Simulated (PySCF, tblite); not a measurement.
# C₅H₇F₃P+: geometry, infrared bands and NMR shifts

Wanted: the infrared bands and NMR shifts of C₅H₇F₃P+ (`CC1=C(C(F)(F)F)[P@H+]1C`), by calculation.

Programs: tblite 0.8.0 and PySCF 2.14.0, with density-fitted response routines of our own. Each step states its level of theory. These are calculated values for one molecule in the gas phase, unless marked as measured. Atoms are numbered from 0 throughout.

### Step 1. Starting geometry

16 atoms, charge 1, multiplicity 1; geometry from: force field or distance geometry start.

Bonds of the start (Å): C0–C1 1.44, C1–C2 1.29, C2–C3 1.45, C3–F4 1.35, C3–F5 1.37, C3–F6 1.35, C2–P7 1.68, P7–C8 1.79, P7–C1 1.73, C0–H9 1.10, C0–H10 1.08, C0–H11 1.10, P7–H12 1.42, C8–H13 1.10, C8–H14 1.09, C8–H15 1.09.

### Step 2. Relaxing the molecule with GFN2-xTB

The job: settings as JSON, then the geometry in Å.

```
{"job": {"kind": "relax", "xc": "GFN2-xTB", "basis": "xTB"}, "charge": 1, "multiplicity": 1}
C      0.541800     1.974200     0.490600
C     -0.018500     0.655800     0.357900
C     -0.902600    -0.156600    -0.115300
C     -2.080000    -0.378900    -0.933600
F     -1.830100    -1.273900    -1.913800
F     -3.103800    -0.901500    -0.196100
F     -2.542300     0.748300    -1.513200
P      0.178200    -0.982100     0.876700
C      1.631800    -1.397700    -0.083200
H      0.537200     2.294100     1.542300
H      1.557600     2.007200     0.116000
H     -0.060700     2.697800    -0.076600
H      0.248400    -0.795100     2.277700
H      2.403600    -0.625000    -0.002200
H      1.383900    -1.527600    -1.140600
H      2.047900    -2.329900     0.302200
```

On the command line:

```
$ OMP_NUM_THREADS=1 python probes_run.py task.json out
```

The driver reads the jobs from task.json and runs them one after another.

**Question.** This job is followed by: GFN2-xTB harmonic vibrations, gas phase; GIAO PBE0/pcSseg-1 NMR shielding, non-relativistic, gas phase. Predict these results of the whole session: strongest single infrared mode (GFN2-xTB); zero-point energy (GFN2-xTB); ¹³C shifts against TMS (PBE0/pcSseg-1); ¹H shifts against TMS (PBE0/pcSseg-1, means over atoms taken as alike); ¹⁹F shifts against CFCl3 (PBE0/pcSseg-1, means over atoms taken as alike); ³¹P shifts against H3PO4 (PBE0/pcSseg-1).

The runs gave:

| quantity | value |
| --- | --- |
| strongest single infrared mode (GFN2-xTB) | 1068 cm⁻¹, 280 km/mol |
| zero-point energy (GFN2-xTB) | 66.0 kcal/mol |
| ¹³C shifts against TMS (PBE0/pcSseg-1) | 151.9, 127.9, 122.7, 15.5, 11.8 ppm |
| ¹H shifts against TMS (PBE0/pcSseg-1, means over atoms taken as alike) | 5.45, 3.30, 2.59 ppm |
| ¹⁹F shifts against CFCl3 (PBE0/pcSseg-1, means over atoms taken as alike) | -68.1 ppm |
| ³¹P shifts against H3PO4 (PBE0/pcSseg-1) | -172.6 ppm |

In words: The optimisation took 121 steps and gained 0.914 eV; among the close pairs (by a distance rule), C2–P7 changed most, from 1.683 to 1.782 Å. All 42 modes are real, so the xTB geometry is a minimum. The strongest single mode, at 1068 cm⁻¹, moves mainly C3. GFN2-xTB is a fitted tight-binding method: band positions and strengths are rough. Its intensities can rank the bands wrongly. At PBE0/pcSseg-1: The largest span, 523 ppm, is at P7, where the paramagnetic term is -478 ppm.
